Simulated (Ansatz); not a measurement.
## C₂H₁₀BSi (charge -1), SMILES C[BH2-]C[SiH3]: a single point in a Gaussian basis, step by step

Program: the Ansatz DFT code, driven from Python.

Run as a notebook:

In [1]:
```python
from dataclasses import dataclass
import json

import ansatz as az
from ase import Atoms
```

In [2]:
```python
@dataclass(frozen=True)
class RunConfig:
    basis_set: str = "pcseg-2"
    charge: int = -1
```

In [3]:
```python
opts = RunConfig()
```

In [4]:
```python
atoms = Atoms(["C", "B", "C", "Si", "H", "H", "H", "H", "H", "H", "H", "H", "H", "H"], positions=[
    (1.5975, -0.5985, -0.6016),
    (0.8282, 0.7232, -0.1152),
    (-0.3547, 0.3733, 0.9199),
    (-1.8919, -0.2337, 0.0366),
    (2.4507, -0.3096, -1.2496),
    (0.9113, -1.2493, -1.1817),
    (1.9849, -1.1592, 0.2745),
    (1.6112, 1.4415, 0.4258),
    (0.3956, 1.3041, -1.0633),
    (-0.0192, -0.4023, 1.6398),
    (-0.6179, 1.289, 1.4889),
    (-2.3465, 0.787, -0.9194),
    (-2.952, -0.4819, 1.0246),
    (-1.5973, -1.4836, -0.6794),
])
geometry = az.Crystal.molecule_from_ase(atoms)
```

In [5]:
```python
calc = (
    geometry.calculation()
    .basis(gaussian=opts.basis_set)
    .functional(az.LibraryFunctional("PBE-QIDH"))
    .charge(opts.charge)
)
print(calc.to_yaml())
out = calc.run(threads=1)
summary = out.report
```
```text
crystal:
  periodic: [false, false, false]
  atoms:
    - { symbol: C, position_ang: [1.5975, -0.5985, -0.6016] }
    - { symbol: B, position_ang: [0.8282, 0.7232, -0.1152] }
    - { symbol: C, position_ang: [-0.3547, 0.3733, 0.9199] }
    - { symbol: Si, position_ang: [-1.8919, -0.2337, 0.0366] }
    - { symbol: H, position_ang: [2.4507, -0.3096, -1.2496] }
    - { symbol: H, position_ang: [0.9113, -1.2493, -1.1817] }
    - { symbol: H, position_ang: [1.9849, -1.1592, 0.2745] }
    - { symbol: H, position_ang: [1.6112, 1.4415, 0.4258] }
    - { symbol: H, position_ang: [0.3956, 1.3041, -1.0633] }
    - { symbol: H, position_ang: [-0.0192, -0.4023, 1.6398] }
    - { symbol: H, position_ang: [-0.6179, 1.289, 1.4889] }
    - { symbol: H, position_ang: [-2.3465, 0.787, -0.9194] }
    - { symbol: H, position_ang: [-2.952, -0.4819, 1.0246] }
    - { symbol: H, position_ang: [-1.5973, -1.4836, -0.6794] }
basis:
  gaussian:
    orbitals: pcseg-2
hamiltonian:
  xc:
    name: PBE-QIDH
total_charge: -1.0
```

In [6]:
```python
summary["reference_energy_ev"]
```
Out [6]:
```text
-10776.581231416309
```

In [7]:
```python
summary["n_occupied"], summary["n_virtual"]
```
Out [7]:
```text
([13, 13], [243, 243])
```

In [8]:
```python
print(f"E = {summary['free_energy_ev']:.6f} eV = {summary['free_energy_ev'] / 27.211386246:.7f} Ha")
print("converged:", summary["converged"], " doubts:", summary["published_state_doubts"] or "none")
```
```text
E = -10783.103887 eV = -396.2717588 Ha
converged: True  doubts: none
```

In [9]:
```python
state = summary["mean_field"]["state"]
print(f"mean field: {state['energy']['hartree']:.7f} Ha, <S^2> = {abs(state['spin_squared']):.4f}, stability: {state.get('stability', {}).get('kind')}")
with open("c2h10bsi.json", "w") as handle:
    json.dump({k: summary[k] for k in ("free_energy_ev", "reference_energy_ev", "n_occupied", "n_virtual")}, handle, indent=1)
```
```text
mean field: -396.0320556 Ha, <S^2> = 0.0000, stability: minimum
```

`c2h10bsi.json`, as written:
```json
{
 "free_energy_ev": -10783.103886997029,
 "reference_energy_ev": -10776.581231416309,
 "n_occupied": [
  13,
  13
 ],
 "n_virtual": [
  243,
  243
 ]
}
```

Caveats:
- Total energies depend on the basis set; only differences at equal settings carry meaning.
- The geometry is a force-field or estimated start, not a minimum of this method, and the basis set is short of its limit.
- Anions want diffuse functions, which this basis lacks.
- Wall time of the script: 20 s on 1 thread of Arm Neoverse V1, with other jobs on the host, peak memory 0.7 GiB.
